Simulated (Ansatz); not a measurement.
**CH4BFSe: small, medium and large basis sets**

How large a basis does CH4BFSe need? Two functionals are run in growing sets.

Method: one geometry, several basis sets; program: Ansatz 0.2.0, Gaussian basis.

The runs, in order: PBE0-D4/def2-SVP; ωB97M-V/def2-SVP; PBE0-D4/def2-QZVPP; ωB97M-V/def2-QZVPP; the functionals' def2-TZVPP values are taken from earlier runs.

## 1. The relaxed structure

All runs share one geometry, relaxed beforehand with PBE0-D4 in a triple-zeta def2 set.

SMILES `B[Se]CF`, 8 atoms, charge 0, spin multiplicity 1.

Atoms are counted from 1 here; the program's logs count them from 0.

Bond lengths: B1–Se2 1.893 Å, B1–H5 1.191 Å, B1–H6 1.192 Å, Se2–C3 1.956 Å, C3–F4 1.367 Å, C3–H7 1.091 Å, C3–H8 1.090 Å. Angles: Se2–B1–H5 116.8°, Se2–B1–H6 119.9°, H5–B1–H6 123.3°, B1–Se2–C3 100.4°, Se2–C3–F4 111.0°, Se2–C3–H7 108.0°, Se2–C3–H8 108.1°, F4–C3–H7 108.8°, F4–C3–H8 109.5°, H7–C3–H8 111.6°.

## 2. PBE0-D4 in def2-SVP

Contents of in.yaml:

```yaml
crystal:
  periodic: [false, false, false]
  atoms:
    - {symbol: B, position_ang: [-0.623982, 1.498169, -0.329987]}
    - {symbol: Se, position_ang: [1.052316, 0.621146, -0.389906]}
    - {symbol: C, position_ang: [0.550145, -1.146315, 0.280960]}
    - {symbol: F, position_ang: [0.363226, -2.025630, -0.748372]}
    - {symbol: H, position_ang: [-0.651161, 2.630112, -0.698641]}
    - {symbol: H, position_ang: [-1.583805, 0.919201, 0.075663]}
    - {symbol: H, position_ang: [1.362828, -1.510334, 0.910744]}
    - {symbol: H, position_ang: [-0.377467, -1.043549, 0.843738]}
basis:
  gaussian: {orbitals: def2-SVP}
hamiltonian: {xc: pbe0, dispersion: d4}
output: {orbitals: {seedname: orbitals}}
```

Launch:

```
$ ansatz run in.yaml --threads 2 --pin off --events-out ev --progress --plain --max-ram 4352MiB
```

The log of the run:

```text
Functional definition: PBE0
  name "PBE0"
  cite "Adamo & Barone, J. Chem. Phys. 110, 6158 (1999) doi:10.1063/1.478522"
  cite "Perdew, Burke & Ernzerhof, Phys. Rev. Lett. 77, 3865 (1996) doi:10.1103/PhysRevLett.77.3865"
  parent pbe
  parameter a = 0.25
  parameter kappa = 0.804
  parameter beta = 0.06672455060314922
  exchange = (1 - a)*pbe_x(kappa = kappa, mu = beta*pi^2/3) + a*exact_x
  correlation = pbe_c(beta = beta)
933 factors; integrals over basis functions are off by at most 1.1e-3 eV
mean field evaluation 1: about -69818.2684 eV, gradient 2.9e1 eV
mean field evaluation 2: about -69817.5231 eV, gradient 3.5e1 eV
mean field evaluation 4: about -69820.5201 eV, gradient 1.1e0 eV
mean field evaluation 8: about -69820.6437 eV, gradient 1.6e-1 eV
mean field evaluation 16: about -69820.6438 eV, gradient 2.3e-5 eV
mean field -69820.64376579 eV, -2565.8613322607 hartree, gradient 2.4e-5 eV, S^2 0.000000; 0 other end points of the search recorded, 0 dependent functions left out
reference -69820.64378761 eV, -2565.8613330626 hartree; 29, 29 occupied and 65, 65 virtual orbitals, 933 factors
Total energy: -69820.76472792 eV, -2565.8657775371 hartree
```

Run time: 1.7 s. Hardware: 2 threads of Arm Neoverse V1, shared host.

## 3. ωB97M-V in def2-SVP

in.yaml: that of step 2 with these lines changed.

```diff
@@ -13,3 +13,3 @@
   gaussian: {orbitals: def2-SVP}
-hamiltonian: {xc: pbe0, dispersion: d4}
+hamiltonian: {xc: {name: wB97M-V}}
 output: {orbitals: {seedname: orbitals}}
```

Launched as before.

The log of the run, shortened:

```text
Functional definition: wB97M-V
  name "wB97M-V"
  cite "Mardirossian & Head-Gordon, J. Chem. Phys. 144, 214110 (2016) doi:10.1063/1.4952647"
  cite "Becke, J. Chem. Phys. 107, 8554 (1997) doi:10.1063/1.475007"
  cite "Vydrov & Van Voorhis, J. Chem. Phys. 133, 244103 (2010) doi:10.1063/1.3521275"
  # Of w^i u^j: cxij and so on, Table III.
[...]
  gx(w, u) = 1 - cx + cx01*u + cx10*w
  gss(w, u) = css00 + css04*u^4 + css10*w + css20*w^2 + css43*w^4*u^3
  gos(w, u) = cos00 + cos10*w + (cos20 + cos21*u)*w^2 + (cos60 + cos61*u)*w^6
[...]
      + integral(e_c_pw_mod_opposite_spin*gos(b97_w_opposite, b97_u_opposite)) + vv10(b, c)
933 factors; integrals over basis functions are off by at most 1.1e-3 eV
228 factors; integrals over basis functions are off by at most 1.2e-5 eV
[...]
mean field -69827.70814976 eV, -2566.1209435832 hartree, gradient 3.0e-5 eV, S^2 0.000000; 0 other end points of the search recorded, 0 dependent functions left out
reference -69827.70818538 eV, -2566.1209448921 hartree; 29, 29 occupied and 65, 65 virtual orbitals, 933 factors
Total energy: -69827.70818538 eV, -2566.1209448921 hartree
```

Wall time 7.5 s (2 threads of Arm Neoverse V1, shared host); peak memory 0.26 GiB.

## 4. PBE0-D4 in def2-QZVPP

in.yaml: that of step 3 with these lines changed.

```diff
@@ -12,4 +12,4 @@
 basis:
-  gaussian: {orbitals: def2-SVP}
-hamiltonian: {xc: {name: wB97M-V}}
+  gaussian: {orbitals: "def2-QZVPP.json"}
+hamiltonian: {xc: pbe0, dispersion: d4}
 output: {orbitals: {seedname: orbitals}}
```

Same command.

The log of the run:

```text
Functional definition: PBE0
  name "PBE0"
  cite "Adamo & Barone, J. Chem. Phys. 110, 6158 (1999) doi:10.1063/1.478522"
  cite "Perdew, Burke & Ernzerhof, Phys. Rev. Lett. 77, 3865 (1996) doi:10.1103/PhysRevLett.77.3865"
  parent pbe
  parameter a = 0.25
  parameter kappa = 0.804
  parameter beta = 0.06672455060314922
  exchange = (1 - a)*pbe_x(kappa = kappa, mu = beta*pi^2/3) + a*exact_x
  correlation = pbe_c(beta = beta)
1369 factors; their error is unknown
mean field evaluation 1: about -69831.7828 eV, gradient 4.0e1 eV
mean field evaluation 2: about -69830.0805 eV, gradient 5.0e1 eV
mean field evaluation 4: about -69835.4534 eV, gradient 2.1e0 eV
mean field evaluation 8: about -69835.4587 eV, gradient 5.4e-2 eV
mean field evaluation 16: about -69835.6580 eV, gradient 4.6e-5 eV
mean field -69835.65799707 eV, -2566.4130950830 hartree, gradient 4.6e-5 eV, S^2 0.000000; 0 other end points of the search recorded, 0 dependent functions left out
reference -69835.65803120 eV, -2566.4130963374 hartree; 29, 29 occupied and 351, 351 virtual orbitals, 1369 factors
Total energy: -69835.77897151 eV, -2566.4175408119 hartree
```

Run time: 11 s. Hardware: 2 threads of Arm Neoverse V1, shared host; peak memory 1.1 GiB.

## 5. ωB97M-V in def2-QZVPP

in.yaml: that of step 4 with these lines changed.

```diff
@@ -13,3 +13,3 @@
   gaussian: {orbitals: "def2-QZVPP.json"}
-hamiltonian: {xc: pbe0, dispersion: d4}
+hamiltonian: {xc: {name: wB97M-V}}
 output: {orbitals: {seedname: orbitals}}
```

Launched as before.

The log of the run, shortened:

```text
Functional definition: wB97M-V
  name "wB97M-V"
  cite "Mardirossian & Head-Gordon, J. Chem. Phys. 144, 214110 (2016) doi:10.1063/1.4952647"
  cite "Becke, J. Chem. Phys. 107, 8554 (1997) doi:10.1063/1.475007"
  cite "Vydrov & Van Voorhis, J. Chem. Phys. 133, 244103 (2010) doi:10.1063/1.3521275"
  # Of w^i u^j: cxij and so on, Table III.
[...]
  gx(w, u) = 1 - cx + cx01*u + cx10*w
  gss(w, u) = css00 + css04*u^4 + css10*w + css20*w^2 + css43*w^4*u^3
  gos(w, u) = cos00 + cos10*w + (cos20 + cos21*u)*w^2 + (cos60 + cos61*u)*w^6
[...]
      + integral(e_c_pw_mod_opposite_spin*gos(b97_w_opposite, b97_u_opposite)) + vv10(b, c)
1344 factors; their error is unknown
304 factors; integrals over basis functions are off by at most 7.7e-6 eV
[...]
mean field -69842.84989588 eV, -2566.6773924897 hartree, gradient 1.0e-5 eV, S^2 0.000000; 0 other end points of the search recorded, 0 dependent functions left out
reference -69842.84995143 eV, -2566.6773945310 hartree; 29, 29 occupied and 351, 351 virtual orbitals, 1344 factors
Total energy: -69842.84995143 eV, -2566.6773945310 hartree
```

Wall time 27 s (2 threads of Arm Neoverse V1, shared host); peak memory 1.2 GiB.

## 6. Density functionals: the series

The def2-TZVPP values come from earlier runs at the same geometry.

```csv
functional,basis,functions,energy (eV),from the largest (eV),HOMO (eV),LUMO (eV)
PBE0-D4,def2-SVP,94,-69820.7647,15.014,-7.88,-1.45
PBE0-D4,def2-TZVPP,197,-69834.1584,1.621,-7.93,-1.55
PBE0-D4,def2-QZVPP,380,-69835.7790,0.000,-7.94,-1.57
ωB97M-V,def2-SVP,94,-69827.7082,15.142,-9.99,0.58
ωB97M-V,def2-TZVPP,197,-69841.2821,1.568,-10.07,0.37
ωB97M-V,def2-QZVPP,380,-69842.8500,0.000,-10.08,0.31
```

## 7. Summary of results

| quantity | value |
| --- | --- |
| PBE0-D4: double and triple zeta above quadruple | 15.01, 1.62 eV |
| ωB97M-V: double and triple zeta above quadruple | 15.14, 1.57 eV |

**Reading.** For PBE0-D4 the step from double to triple zeta gains 13.39 eV and the next only 1.62 eV. Total energies overstate the basis error of differences, where much of it tends to cancel.

For PBE0-D4 the largest set took about 6 times as long as the smallest (11 s against 1.7 s).
